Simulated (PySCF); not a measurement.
# CH5FOSn (SMILES [CH3][SnH]([OH])[F]): levels of theory compared

Wanted: a comparison of 3 runs (HF/def2-SVPD, PBE0/def2-SVP, MP2/3-21G) of CH5FOSn. The job is set up through a Python script.

Program for the calculation: PySCF 2.14.0.

### Step 1. The system as given

The species is CH5FOSn (9 atoms), meant as a singlet with charge 0. As SMILES, `[CH3][SnH]([OH])[F]`. The coordinates come from a PBE0-D4/def2-TZVP relaxation. This is one conformer, not always the lowest.

Bond lengths: C1–Sn2 2.120 Å, Sn2–O3 1.954 Å, Sn2–F4 1.928 Å, C1–H5 1.090 Å, C1–H6 1.090 Å, C1–H7 1.090 Å, Sn2–H8 1.697 Å, O3–H9 0.960 Å. Some angles: C1–Sn2–O3 112.2°, C1–Sn2–F4 104.4°, O3–Sn2–F4 104.6°, C1–Sn2–H8 121.5°, O3–Sn2–H8 105.6°, F4–Sn2–H8 107.3°, Sn2–C1–H5 109.8°, Sn2–C1–H6 110.0°, Sn2–C1–H7 108.7°, Sn2–O3–H9 113.8°.

### Step 2. Energy and gradient at HF/def2-SVPD (core potential) (run 1)

Contents of run.py:

```python
import pyscf.grad
from pyscf import gto, scf

mol = gto.M(
    atom=[
    ('C', (-0.348000, 1.320900, -0.172600)),
    ('Sn', (-0.271200, -0.757400, 0.237600)),
    ('O', (1.527400, -1.346400, 0.725000)),
    ('F', (-0.613200, -1.596000, -1.464600)),
    ('H', (-1.361700, 1.603400, -0.455800)),
    ('H', (-0.043600, 1.885400, 0.708500)),
    ('H', (0.329800, 1.539100, -0.997600)),
    ('H', (-1.308700, -1.477000, 1.371800)),
    ('H', (2.177700, -1.218400, 0.030600)),
],
    ecp={'Sn': 'def2-svp'},
    basis='def2-svpd',
    spin=0,
    max_memory=1860,
    verbose=4,
)

calc0 = scf.RHF(mol)
calc0.conv_tol = 1e-10
calc0.kernel()
if not calc0.converged:
    calc0 = calc0.newton().run(calc0.mo_coeff, calc0.mo_occ)

etot = calc0.e_tot
print('E(%s) = %.9f' % ('HF', etot))
grad = calc0.Gradients().kernel()
dip = calc0.dip_moment()
pop, q = calc0.mulliken_pop()
```

Launch:

```
$ OMP_NUM_THREADS=1 python run.py
```

Standard output:

```text
PySCF version 2.14.0

[... 67 lines left out ...]
converged SCF energy = -428.309534372602
[... 12 lines left out ...]
Dipole moment(X, Y, Z, Debye): -0.45866,  3.08294,  1.00571
[... 148 lines left out ...]
charge of    8H =      0.21687
```

Wall time 24 s (1 thread of Arm Neoverse V1, shared host); peak memory 0.46 GiB.

### Step 3. Energy and gradient at PBE0/def2-SVP (core potential) (run 2)

Contents of mol.xyz:

```xyz
9
CH5FOSn
C     -0.348000     1.320900    -0.172600
Sn    -0.271200    -0.757400     0.237600
O      1.527400    -1.346400     0.725000
F     -0.613200    -1.596000    -1.464600
H     -1.361700     1.603400    -0.455800
H     -0.043600     1.885400     0.708500
H      0.329800     1.539100    -0.997600
H     -1.308700    -1.477000     1.371800
H      2.177700    -1.218400     0.030600
```

Contents of run.py:

```python
from pyscf import gto, dft

system = gto.Mole()
system.atom = 'mol.xyz'
system.verbose = 4
system.ecp = {'Sn': 'def2-svp'}
system.basis = 'def2-svp'
system.spin = 0
system.max_memory = 1860
system.build()

mf = dft.RKS(system, xc='pbe0')
mf.conv_tol = 1e-10
mf.grids.level = 5
mf.kernel()
if not mf.converged:
    mf = mf.newton().run(mf.mo_coeff, mf.mo_occ)

energy = mf.e_tot
print('Final energy', energy)
grad = mf.nuc_grad_method().kernel()
mf.analyze()
```

Launch:

```
$ OMP_NUM_THREADS=1 python run.py
```

Standard output:

```text
PySCF version 2.14.0

[... 95 lines left out ...]
One-electron Energy =                -1106.593703801057700
[... 13 lines left out ...]
MO #9   energy= -1.08207661850027  occ= 2
[... 11 lines left out ...]
MO #21  energy= -0.388090490450884 occ= 2
[... 11 lines left out ...]
MO #33  energy= 0.139067862076183  occ= 0
[... 11 lines left out ...]
MO #45  energy= 0.660697635188098  occ= 0
[... 11 lines left out ...]
MO #57  energy= 1.24888456222002   occ= 0
[... 11 lines left out ...]
MO #69  energy= 1.77089044738672   occ= 0
[... 11 lines left out ...]
MO #81  energy= 2.91568595805893   occ= 0
[... 11 lines left out ...]
MO #93  energy= 52.0050283714224   occ= 0
[... 105 lines left out ...]
Dipole moment(X, Y, Z, Debye): -0.16991,  2.78401,  0.76113
```

It took 36 s on 1 thread of Arm Neoverse V1, shared host; peak memory 0.91 GiB.

### Step 4. Energy and gradient at MP2/3-21G (run 3)

Contents of geometry.xyz:

```xyz
9
CH5FOSn
C     -0.348000     1.320900    -0.172600
Sn    -0.271200    -0.757400     0.237600
O      1.527400    -1.346400     0.725000
F     -0.613200    -1.596000    -1.464600
H     -1.361700     1.603400    -0.455800
H     -0.043600     1.885400     0.708500
H      0.329800     1.539100    -0.997600
H     -1.308700    -1.477000     1.371800
H      2.177700    -1.218400     0.030600
```

Contents of calc.py:

```python
import pyscf.grad
from pyscf import gto, mp

mol = gto.Mole()
mol.atom = 'geometry.xyz'
mol.max_memory = 1860
mol.verbose = 4
mol.basis = '3-21g'
mol.build()

mf = mol.RHF()
mf.conv_tol = 1e-10
mf.kernel()
if not mf.converged:
    mf = mf.newton().run(mf.mo_coeff, mf.mo_occ)

pt = mp.MP2(mf, frozen=21).run()
energy = pt.e_tot
print('Final energy', energy)
grad = pt.Gradients().kernel()
mf.analyze()
```

Launch:

```
$ OMP_NUM_THREADS=1 python calc.py
```

Standard output:

```text
PySCF version 2.14.0

[... 85 lines left out ...]
Nuclear Repulsion Energy =             419.998835859832639
[... 10 lines left out ...]
MO #5   energy= -145.405433400763  occ= 2
[... 8 lines left out ...]
MO #14  energy= -19.1074929518185  occ= 2
[... 8 lines left out ...]
MO #23  energy= -1.45822060831349  occ= 2
[... 8 lines left out ...]
MO #32  energy= -0.585804767881742 occ= 2
[... 8 lines left out ...]
MO #41  energy= 0.155879634862103  occ= 0
[... 8 lines left out ...]
MO #50  energy= 0.472327543925562  occ= 0
[... 8 lines left out ...]
MO #59  energy= 1.37177603647089   occ= 0
[... 8 lines left out ...]
MO #68  energy= 3.70616257635024   occ= 0
[... 80 lines left out ...]
Dipole moment(X, Y, Z, Debye): -0.22167,  2.90213,  0.54206
```

Wall time 6.6 s (1 thread of Arm Neoverse V1, shared host); peak memory 0.41 GiB.

### Step 5. Overview of the runs

```csv
run,level,integration grid,core potential,energy (Eh),dipole moment (D) of the reference,HOMO energy (eV),LUMO energy (eV),wall time
1,HF/def2-SVPD (core potential),–,def2-svp,-428.309534,3.28,-11.92,1.78,24 s
2,PBE0/def2-SVP (core potential),5,def2-svp,-430.116295,2.89,-8.29,-0.03,36 s
3,MP2/3-21G,–,–,-6210.630405,2.96,-11.62,3.96,6.6 s
```

### Step 6. Outcome

| quantity | value |
| --- | --- |
| run 3: total energy | -6210.63040 Eh |
| run 3: dipole moment (Hartree–Fock density) | 2.96 D |
| run 3: HOMO energy (Hartree–Fock orbitals) | -11.62 eV |
| run 3: LUMO energy (Hartree–Fock orbitals) | 3.96 eV |
| run 3: HOMO–LUMO gap (Hartree–Fock orbitals) | 15.58 eV |
| run 3: correlation energy (21 core orbitals frozen) | -381.1 mEh |
| run 3: largest force on an atom | 1.586 eV/Å |

What this shows: Some runs of one species differ in core potentials or relativity; totals across that change don't compare. In run 3 relativity is left out where basis or elements ask for it. All runs together took 67 s, the longest 36 s.
